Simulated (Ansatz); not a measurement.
# Hg: the cost of one run

Method: DFT PBEsol, scalar-relativistic, in Ansatz 0.2.0.

## (1) The system as given

Symmetry: P6/mmm, No. 191, hexagonal system. The conventional cell has a = 4.540 Å, b = 4.540 Å, c = 3.870 Å, α = 90.00°, β = 90.00°, γ = 120.00°. Hg (site symmetry -6m2) has 3 Hg at 2.62 Å in its first shell of neighbours. Hg (site symmetry 6/mmm) has 12 Hg at 3.26 Å in its first shell of neighbours.

Coordinates:

```cif
data_structure
_symmetry_space_group_name_H-M 'P6/mmm'
_symmetry_Int_Tables_number 191
_cell_length_a 4.5400
_cell_length_b 4.5400
_cell_length_c 3.8700
_cell_angle_alpha 90.000
_cell_angle_beta 90.000
_cell_angle_gamma 120.000
_cell_volume 69.08
loop_
_atom_site_label
_atom_site_type_symbol
_atom_site_symmetry_multiplicity
_atom_site_Wyckoff_symbol
_atom_site_fract_x
_atom_site_fract_y
_atom_site_fract_z
_atom_site_occupancy
Hg1 Hg 2 d 0.33333 0.66667 0.50000 1
Hg2 Hg 1 a 0.00000 0.00000 0.00000 1
```

The file gives the conventional cell by its symmetry; the runs use the cell typed in the input.

Atoms are numbered in the order of the input: Hg1, Hg2, Hg3.

## (2) Volume × 0.94, LAPW

input.yaml reads:

```yaml
crystal:
  lattice:
    - [4.4473229131, 0.0, 0.0]
    - [-2.2236614566, 3.8514946216, 0.0]
    - [0.0, 0.0, 3.7909982407]
  atoms:
    - { symbol: Hg, position: [0.3333333333, 0.6666666667, 0.5] }
    - { symbol: Hg, position: [0.0, 0.0, 0.0] }
    - { symbol: Hg, position: [0.6666666667, 0.3333333333, 0.5] }
kpoints:
  mp_grid: { grid: [8, 8, 9] }
  band_path:
    path:
      - [0.0, 0.0, 0.0]
      - [0.5, 0.0, 0.0]
      - [0.3333333333, 0.3333333333, 0.0]
      - [0.0, 0.0, 0.0]
      - [0.0, 0.0, 0.5]
      - [0.5, 0.0, 0.5]
      - [0.3333333333, 0.3333333333, 0.5]
      - [0.0, 0.0, 0.5]
      - [0.5, 0.0, 0.5]
    npoints: 5
scf:
  occupations: { method: fermi_dirac, width: 0.05 }
hamiltonian:
  xc: pbesol
  pseudopotentials: { kind: all_electron, lapw: { basis_error: 0.0005 } }
output:
  forces: true
  stress: true
  eigenvalues: true
```

On the command line:

```sh
$ ansatz run input.yaml --threads 1 --pin off --max-ram 4096MiB --backend cpu --events-out ev --progress --plain --runs-dir out
```

What time and memory should one allow on 1 thread of Arm Neoverse V1, shared host?

About 2.3 min, with a peak of 0.69 GiB.
